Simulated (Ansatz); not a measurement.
**CH₃F₂NSi: how energies converge with the basis set**

How large a basis does CH₃F₂NSi need? Two functionals are run in growing sets.

The runs use Ansatz 0.2.0, Gaussian basis; one geometry, several basis sets.

The runs, in order: PBE0-D4/def2-SVP; ωB97M-V/def2-SVP; PBE0-D4/def2-QZVPP; ωB97M-V/def2-QZVPP; the functionals' def2-TZVPP values are taken from earlier runs.

### Step 1. The geometry

The geometry comes from an earlier relaxation with PBE0-D4 in a triple-zeta def2 set; it is a stationary point, not always the lowest conformer.

SMILES `FC1(F)N[SiH2]1`, 8 atoms, charge 0, spin multiplicity 1.

Atoms are counted from 1 here; the program's logs count them from 0.

Bond lengths: F1–C2 1.360 Å, C2–F3 1.357 Å, C2–N4 1.390 Å, C2–Si5 1.856 Å, N4–Si5 1.706 Å, N4–H6 1.007 Å, Si5–H7 1.480 Å, Si5–H8 1.481 Å. Angles: F1–C2–F3 105.3°, F1–C2–N4 116.6°, F1–C2–Si5 123.4°, F3–C2–N4 116.7°, F3–C2–Si5 126.6°, N4–C2–Si5 61.4°, C2–N4–Si5 72.9°, C2–N4–H6 128.9°, Si5–N4–H6 154.8°, C2–Si5–N4 45.7°, C2–Si5–H7 123.9°, C2–Si5–H8 120.8°, N4–Si5–H7 118.2°, N4–Si5–H8 119.7°, H7–Si5–H8 112.3°.

As a file:

```xyz
8
charge 0, multiplicity 1
F     0.09957   -0.74955    1.83045
C     0.53654   -0.31509    0.61807
F     1.88537   -0.45760    0.65154
N     0.04807    0.91127    0.18359
Si   -0.53408   -0.27282   -0.89731
H     0.01954    1.79089    0.67373
H    -0.00845   -0.27530   -2.28125
H    -1.95436   -0.68892   -0.83472
```

### Step 2. PBE0-D4 in def2-SVP

in.yaml

```yaml
crystal:
  periodic: [false, false, false]
  atoms:
    - {symbol: F, position_ang: [0.099566, -0.749549, 1.830455]}
    - {symbol: C, position_ang: [0.536538, -0.315086, 0.618068]}
    - {symbol: F, position_ang: [1.885368, -0.457599, 0.651537]}
    - {symbol: N, position_ang: [0.048075, 0.911272, 0.183593]}
    - {symbol: Si, position_ang: [-0.534076, -0.272819, -0.897314]}
    - {symbol: H, position_ang: [0.019537, 1.790895, 0.673726]}
    - {symbol: H, position_ang: [-0.008449, -0.275298, -2.281249]}
    - {symbol: H, position_ang: [-1.954358, -0.688915, -0.834716]}
basis:
  gaussian: {orbitals: def2-SVP}
hamiltonian: {xc: pbe0, dispersion: d4}
output: {orbitals: {seedname: orbitals}}
```

Command:

```
> ansatz run in.yaml --threads 2 --pin off --events-out ev --progress --plain --max-ram 4352MiB
```

After this run come: ωB97M-V in def2-SVP; PBE0-D4 in def2-QZVPP; ωB97M-V in def2-QZVPP.

Before running them: what should the planned runs give, taken together? Wanted: PBE0-D4: double and triple zeta above quadruple; ωB97M-V: double and triple zeta above quadruple.

As calculated:

| quantity | value |
| --- | --- |
| PBE0-D4: double and triple zeta above quadruple | 13.12, 0.70 eV |
| ωB97M-V: double and triple zeta above quadruple | 13.30, 0.65 eV |

**Reading.** For PBE0-D4 the step from double to triple zeta gains 12.43 eV and the next only 0.70 eV. Total energies overstate the basis error of differences, where much of it tends to cancel. The LUMO of ωB97M-V is positive and keeps falling with the basis (1.52 to 0.62 eV): an unbound level that the basis holds in place.
